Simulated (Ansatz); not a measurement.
# Cl₂FOSn radical: a ladder of functionals and wavefunction methods

An exercise on one series of results from a longer session: the logs are not shown, and one member is left open.

Program: Ansatz 0.2.0, Gaussian basis. Level of theory: functionals in def2-TZVPP, the program's frozen cores in correlated methods. These are calculated values, not measurements.

Levels to be run: LDA (SPW92), PBE-D4, revPBE-D4, BLYP-D4, r2SCAN-D4, B97M-V, PBE0-D4, B3LYP-D4, r2SCANh-D4, r2SCAN0-D4, HSE06-D4, BHLYP-D4, CAM-B3LYP-D4, LC-ωPBE, ωB97X-V, ωB97M-V, B2PLYP, PBE-QIDH; CCSD(T)/def2-SVP; CCSD(T)/def2-TZVPP; MP2/def2-QZVPP; extrapolation to the limit; RPA on PBE.

## The geometry

An earlier PBE0-D4 in a triple-zeta def2 set relaxation fixed the geometry. Sn takes the def2 core potential; no spin-orbit term is included.

5 atoms, charge 0, spin multiplicity 2.

Atoms are counted from 1 here; the program's logs count them from 0.

Bond lengths: O1–Sn2 1.967 Å, Sn2–F3 1.893 Å, Sn2–Cl4 2.277 Å, Sn2–Cl5 2.278 Å. Angles: O1–Sn2–F3 109.2°, O1–Sn2–Cl4 109.4°, O1–Sn2–Cl5 108.9°, F3–Sn2–Cl4 107.2°, F3–Sn2–Cl5 107.5°, Cl4–Sn2–Cl5 114.5°.

Geometry (Å):

```xyz
5
Cl2FOSn
O    -0.2171   -0.3370    1.9497
Sn    0.0321   -0.0416    0.0209
F     1.4983   -1.0755   -0.5832
Cl   -1.8131   -0.7679   -1.0993
Cl    0.5499    2.1485   -0.3295
```

Set-up of the first run:

Input file in.yaml:

```yaml
crystal:
  periodic: [false, false, false]
  atoms:
    - {symbol: O, position_ang: [-0.217105, -0.337025, 1.949719]}
    - {symbol: Sn, position_ang: [0.032082, -0.041624, 0.020901]}
    - {symbol: F, position_ang: [1.498279, -1.075534, -0.583230]}
    - {symbol: Cl, position_ang: [-1.813110, -0.767892, -1.099272]}
    - {symbol: Cl, position_ang: [0.549856, 2.148475, -0.329519]}
basis:
  gaussian: {orbitals: def2-TZVPP}
magnetization: {spin_polarized: true, initial_magnetization: 1}
hamiltonian: {xc: lda}
output: {orbitals: {seedname: orbitals}}
```

Launch:

```
ansatz run in.yaml --threads 4 --pin off --events-out ev --progress --plain --max-ram 10444MiB
```

Among the steps run: LDA; PBE-D4 (GGA); revPBE-D4 (GGA); BLYP-D4 (GGA); r2SCAN-D4 (meta-GGA); B97M-V (meta-GGA); PBE0-D4 (hybrid); B3LYP-D4 (hybrid); r2SCANh-D4 (hybrid); r2SCAN0-D4 (hybrid); HSE06-D4 (hybrid); BHLYP-D4 (hybrid); CAM-B3LYP-D4 (range-separated); LC-ωPBE (range-separated); ωB97X-V (range-separated); ωB97M-V (range-separated); B2PLYP (double hybrid); PBE-QIDH (double hybrid).

One of the session's tables, all rows but one given; the rest of the session is left out.

It belongs to the step «Frontier levels by functional». 

```
  functional  HOMO (eV)  LUMO (eV)  gap (eV)
 LDA (SPW92)      -8.08      -7.92      0.16
      PBE-D4          ?          ?         ?
   revPBE-D4      -7.96      -7.01      0.95
     BLYP-D4      -7.92      -7.18      0.75
   r2SCAN-D4      -8.49      -6.41      2.07
      B97M-V      -8.57      -6.33      2.24
     PBE0-D4      -9.86      -5.28      4.58
    B3LYP-D4      -9.57      -5.89      3.68
  r2SCANh-D4      -9.16      -5.74      3.42
  r2SCAN0-D4     -10.15      -4.75      5.40
    HSE06-D4      -9.44      -5.69      3.75
    BHLYP-D4     -11.42      -3.53      7.90
CAM-B3LYP-D4     -11.37      -4.20      7.17
     LC-ωPBE     -12.81      -2.66     10.15
     ωB97X-V     -12.40      -3.04      9.36
     ωB97M-V     -12.26      -3.06      9.20
```

**Question.** Estimate the row for PBE-D4.

**Answer.** HOMO (eV): -8.03; LUMO (eV): -7.20; gap (eV): 0.82. In the column «HOMO (eV)» it lies between LDA (SPW92) (-8.08) and revPBE-D4 (-7.96).
